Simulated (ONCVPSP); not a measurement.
# Pseudopotential generation for Pm: ONCV, PBE

Do these settings give a usable potential? It is generated, then checked for transferability, scattering, ghosts and hardness.

Program: ONCVPSP 4.0.1. Reference atom: PBE, scalar-relativistic, spherical and spin-unpolarised. All values are calculated.

### Step 1. The atom and the settings

Typed settings, in words:

```
element                 : promethium (Pm, Z = 61)
type                    : optimised norm-conserving Vanderbilt (ONCV)
frozen core             : [Kr] 4d10
valence charge          : 15
reference configuration : 4f5 5s2 5p6 6s1 (charge +1)
partial waves           : 5s+6s: rc 2.40 bohr, ncon 4, nbas 7, qcut 5.6 1/bohr, 2 projectors; 5p: rc 2.60 bohr, ncon 4, nbas 7, qcut 6.7 1/bohr, 2 projectors, debl 1.7 Ha; d scattering state at 0.3 Ha: rc 2.60 bohr, ncon 4, nbas 8, qcut 3.5 1/bohr, 2 projectors, debl 2.6 Ha; 4f: rc 1.05 bohr, ncon 4, nbas 9, qcut 19.2 1/bohr, local
local potential         : the f channel
core correction         : not asked for
```

An earlier all-electron run gives the scale for the radii.

All-electron outer shells of the reference configuration (PBE, scalar-relativistic, ld1.x):

```tsv
shell	level (eV)	outermost node (bohr)	outermost maximum (bohr)
5s	-47.94	0.70	1.29
5p	-28.72	0.75	1.46
6s	-8.31	1.73	3.50
4f	-8.15	–	0.64
5d	-7.27	0.86	2.12
6p	-5.27	2.06	4.43
```

### Step 2. Generating the potential

Pm.dat reads:

```
# ATOM AND REFERENCE CONFIGURATION
# atsym  z   nc   nv     iexc    psfile
  Pm 61.00    9    4        4      upf
#
#   n    l    f
    1    0    2.00
    2    0    2.00
    2    1    6.00
    3    0    2.00
    3    1    6.00
    3    2   10.00
    4    0    2.00
    4    1    6.00
    4    2   10.00
    4    3    5.00
    5    0    2.00
    5    1    6.00
    6    0    1.00
#
# PSEUDOPOTENTIAL AND OPTIMIZATION
# lmax
    3
#
#   l,   rc,      ep,       ncon, nbas, qcut
    0    2.40    0.00    4    7    5.60
    1    2.60    0.00    4    7    6.70
    2    2.60    0.30    4    8    3.50
    3    1.05    0.00    4    9   19.20
#
# LOCAL POTENTIAL
# lloc, lpopt,  rc(5),   dvloc0
    3    5    1.05    0.00
#
# VANDERBILT-KLEINMAN-BYLANDER PROJECTORs
# l, nproj, debl
    0    2    3.70
    1    2    1.70
    2    2    2.60
    3    0    3.80
#
# MODEL CORE CHARGE
# icmod, fcfact, rcfact
    0    0.00    0.00
#
# LOG DERIVATIVE ANALYSIS
# epsh1, epsh2, depsh
   -3.00    5.00    0.02
#
# OUTPUT GRID
# rlmax, drl
    6.00    0.01
#
# TEST CONFIGURATIONS
# ncnf
    4
# nvcnf
#   n    l    f
    4
    4    3    5.00
    5    0    2.00
    5    1    6.00
    6    0    2.00
#
    4
    4    3    5.00
    5    0    2.00
    5    1    6.00
    6    0    0.00
#
    4
    4    3    4.00
    5    0    2.00
    5    1    6.00
    6    0    0.00
#
    5
    4    3    5.00
    5    0    2.00
    5    1    6.00
    6    0    1.00
    6    1    1.00
#
```

Run with:

```
oncvpsp.x < Pm.dat > Pm.out
```

Q: Predict the outcome of this session. Wanted: cutoffs for 1 and 0.1 mHa per electron, occupied waves; bound ghosts; GHOST(+) flags; largest test error; largest phase difference near zero energy, channels read; projector energies reset by the program.

As calculated:

```
                                                quantity                             value
  cutoffs for 1 and 0.1 mHa per electron, occupied waves                 132 Ha and 148 Ha
                                            bound ghosts  s at -744.17 eV, p at -397.05 eV
                                          GHOST(+) flags             s at 9 eV, d at 87 eV
                            largest test error (AE − PS)      +16 meV, for 4f4 5s2 5p6 6s0
largest phase difference near zero energy, channels read                         2.389 rad
                 projector energies reset by the program                d: 0.050, 2.650 Ha
```

In words: It has a bound ghost (s, p), a state that the atom doesn't have, and that rules the file out. The worst unpolarised test, 4f4 5s2 5p6 6s0, is off by 16 meV on 34.1 eV; by total energies transferability rates as good. Atomic tests can pass in spite of a ghost, since they solve only for the levels asked. The potential is very hard: the looser tolerance needs 132 Ha. At the looser tolerance the 4f wave is the slowest; 5p needs 10 Ha. Near zero energy the largest phase difference among the channels read is 2.39 rad, in the s channel. The pseudo curves have a pole with no partner nearby in the atom's: s at 0.31 Ha. At positive energy that is a spurious or a displaced resonance. The program also flags highly localised states, GHOST(+) (s, d). These are tests on the free atom; a crystal test is still owed.
